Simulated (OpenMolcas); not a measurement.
# Fe²⁺ in KZnF3: CASSCF and CASPT2 levels and susceptibility

Aim: the ligand-field states of Fe²⁺ in this surrounding, its lowest levels with spin-orbit coupling and its magnetic susceptibility.

Method: state-averaged CASSCF and CASPT2, spin-orbit coupling by RASSI with atomic mean-field integrals. Code: OpenMolcas 26.06.

### Step 1. Starting point

* Species: Fe²⁺ (iron, Z = 26, 24 electrons)
* Basis: ANO-RCC-VTZP [6s5p3d2f1g], 167 functions with the ligands
* Scalar Hamiltonian: DKH2, point nucleus
* Inactive shells: 1s 2s 2p 3s 3p of the metal, and all ligand shells
* Active space: 6 electrons in 5 orbitals (3d)
* Some configurations of this space: 3d6
* Orbitals: optimised for each spin and parity, averaged over all roots

The outer shells:

3d6
```
3d [↑↓][↑ ][↑ ][↑ ][↑ ]
```

Fe²⁺ is taken with its 6 nearest fluoride ions at 2.068 Å, on the cation site of KZnF3 (a = 4.054 Å). The rest of the host is ab initio model potentials to 7.6 Å, with orthogonalisation functions on the cations behind the ligands, and point charges beyond; the distance is set by hand, nothing relaxes, and no local charge compensation is placed. Ligand basis ANO-RCC-VDZP.

```xyz
15

Fe    0.0000    0.0000    0.0000
F     2.0680    0.0000    0.0000
F     0.0000    2.0680    0.0000
F    -2.0680    0.0000    0.0000
F     0.0000   -2.0680    0.0000
F     0.0000    0.0000    2.0680
F     0.0000    0.0000   -2.0680
K     2.0270   -2.0270   -2.0270
K    -2.0270    2.0270    2.0270
K     2.0270   -2.0270    2.0270
K    -2.0270    2.0270   -2.0270
K     2.0270    2.0270   -2.0270
K    -2.0270   -2.0270    2.0270
K     2.0270    2.0270    2.0270
K    -2.0270   -2.0270   -2.0270
```

The work runs as a chain of OpenMolcas steps in one folder; each step below is one input file. Labels, J, g values, rates, χT and fits are worked out afterwards by a script from the matrices that RASSI stores.

### Step 2. Basis and integrals

File a.inp:

```
&GATEWAY
Basis set
Fe.ANO-RCC-VTZP.
Fe1 0.0 0.0 0.0 Angstrom
End of basis
Basis set
F.ANO-RCC-VDZP.
L1 2.068000 0.000000 0.000000 Angstrom
L2 0.000000 2.068000 0.000000 Angstrom
L3 0.000000 0.000000 2.068000 Angstrom
End of basis
Basis set
Zn.EMB-AIMP.Lopez-Moraza.11s8p.1s1p.ECP.KZnF3.
PseudoCharge
* 3 symmetry-unique lattice sites within 7.6 angstrom
End of basis
Basis set
K.EMB-AIMP.Lopez-Moraza.0s.0s.ECP.KZnF3.
PseudoCharge
* 16 symmetry-unique lattice sites within 7.6 angstrom
End of basis
Basis set
Zn.EMB-AIMP.Lopez-Moraza.0s.0s.ECP.KZnF3.
PseudoCharge
* 10 symmetry-unique lattice sites within 7.6 angstrom
End of basis
Basis set
F.EMB-AIMP.Lopez-Moraza.0s.0s.ECP.KZnF3.
PseudoCharge
* 39 symmetry-unique lattice sites within 7.6 angstrom
End of basis
Symmetry
XYZ
AngMom=0.0 0.0 0.0
AMFI
RICD
XField
1521 Angstrom 0
* Evjen-weighted lattice charges
&SEWARD
```

Command:

```bash
$ OMP_NUM_THREADS=1 MOLCAS_MEM=2457 MOLCAS_PROJECT=a pymolcas a.inp > a.log
```

### Step 3. Reference wave functions, quintets, 5 roots

File a.inp:

```
&RASSCF
FileOrb=start.orb
Symmetry=1
Spin=5
nActEl=6 0 0
Inactive=18 21
Ras2=5 0
CIRoot=5 5 1
SDav=5
CIMx=300
Iter=150 100
PrWF=0.3
OrbListing=Nothing
MaxOrb=0
LevShft=1.0
>>> COPY $Project.JobIph JOB001
```

start.orb holds start orbitals that the driver prepared beforehand, or those of the step before.

### Step 4. CASSCF: triplets, 45 roots

File a.inp:

```
&RASSCF
FileOrb=start.orb
Symmetry=1
Spin=3
nActEl=6 0 0
Inactive=18 21
Ras2=5 0
CIRoot=45 45 1
SDav=45
CIMx=300
Iter=150 100
PrWF=0.3
OrbListing=Nothing
MaxOrb=0
LevShft=1.0
>>> COPY $Project.JobIph JOB002
```

### Step 5. CASSCF: singlets, 50 roots

File a.inp:

```
&RASSCF
FileOrb=start.orb
Symmetry=1
Spin=1
nActEl=6 0 0
Inactive=18 21
Ras2=5 0
CIRoot=50 50 1
SDav=50
CIMx=300
Iter=150 100
PrWF=0.3
OrbListing=Nothing
MaxOrb=0
LevShft=1.0
>>> COPY $Project.JobIph JOB003
```

### Step 6. RASSI: spin-orbit coupling between the states

File a.inp:

```
&RASSI
NrOfJobIphs=3 5 45 50
1 2 3 4 5
1 2 3 4 5 6 7 8 9 10 11 12 13 14 15 16 17 18 19 20 21 22 23 24 25 26 27
28 29 30 31 32 33 34 35 36 37 38 39 40 41 42 43 44 45
1 2 3 4 5 6 7 8 9 10 11 12 13 14 15 16 17 18 19 20 21 22 23 24 25 26 27
28 29 30 31 32 33 34 35 36 37 38 39 40 41 42 43 44 45 46 47 48 49 50
IphNames
JOB001
JOB002
JOB003
EJob
SpinOrbit
DIPRint=1.0
SOCoupling=1000.0
Subsets=2
Property=9
'ANGMOM' 1 'ANGMOM' 2 'ANGMOM' 3 'MLTPL  1' 1 'MLTPL  1' 2 'MLTPL  1' 3
'AMFI' 1 'AMFI' 2 'AMFI' 3
SOProperty=3
'ANGMOM' 1 'ANGMOM' 2 'ANGMOM' 3
```

### Step 7. CASPT2: IPEA 0.25, imaginary shift 0.1 (closed shells correlated: 3s 3p of the metal, with ligand shells; the Frozen line counts the rest)

File a.inp:

```
>>> COPY JOB001 $Project.JobIph
&CASPT2
Multistate=5 1 2 3 4 5
NoMult
Frozen=5 6
IPEA=0.25
Imaginary=0.1
MaxIter=60
WThr=0.0 0.3 0.05
PrWF=0.5
NoMix
>>> COPY JOB002 $Project.JobIph
&CASPT2
Multistate=45 1 2 3 4 5 6 7 8 9 10 11 12 13 14 15 16 17 18 19 20 21 22
23 24 25 26 27 28 29 30 31 32 33 34 35 36 37 38 39 40 41 42 43 44 45
NoMult
Frozen=5 6
IPEA=0.25
Imaginary=0.1
MaxIter=60
WThr=0.0 0.3 0.05
PrWF=0.5
NoMix
>>> COPY JOB003 $Project.JobIph
&CASPT2
Multistate=50 1 2 3 4 5 6 7 8 9 10 11 12 13 14 15 16 17 18 19 20 21 22
23 24 25 26 27 28 29 30 31 32 33 34 35 36 37 38 39 40 41 42 43 44 45 46
47 48 49 50
NoMult
Frozen=5 6
IPEA=0.25
Imaginary=0.1
MaxIter=60
WThr=0.0 0.3 0.05
PrWF=0.5
NoMix
```

(Steps that only read results are left out.)

**Question.** What will these runs give? Wanted: spin-free ground state; first state of the same spin within the active space; lowest level; next level.

As calculated:

| quantity | value |
| --- | --- |
| method | SS-CASPT2, IPEA 0.25, imaginary shift 0.1 (closed shells correlated: 3s 3p of the metal, with ligand shells; the Frozen line counts the rest) |
| spin-free ground state | 5T2, 3-fold in its orbital part |
| first state of the same spin within the active space | 5E at 9410 cm⁻¹ |
| lowest level | 3-fold T2 |
| next level | 191.7 cm⁻¹ |
| χT at 300 K | 4.07 cm³ K/mol |
| effective moment at 300 K | 5.71 μB |

Cost by method:

```csv
method,time of its own steps,time with the reference
A. CASSCF,55 s,55 s
"B. SS-CASPT2, IPEA 0.25, imaginary shift 0.1, +3s 3p",9.6 min,11 min
```

Times are of one thread on a shared host.

What this shows: The spin-free ground state (5T2) comes to 100 % from free-ion D terms and keeps the highest spin of the shell. χT at 300 K is 4.07, against 3.01 cm³ K/mol for the spin alone, so orbital moment adds to it. An active space of the d shell alone favours high spin; real ions in strong fields can be low spin. CASPT2 does not keep the components of a term degenerate, and the means are used. With metal d orbitals alone active, the gaps between spin states are rough; where two lie within a few thousand cm-1, their order is open. With one d shell, CASPT2 may overshoot the field of a late 3d ion.
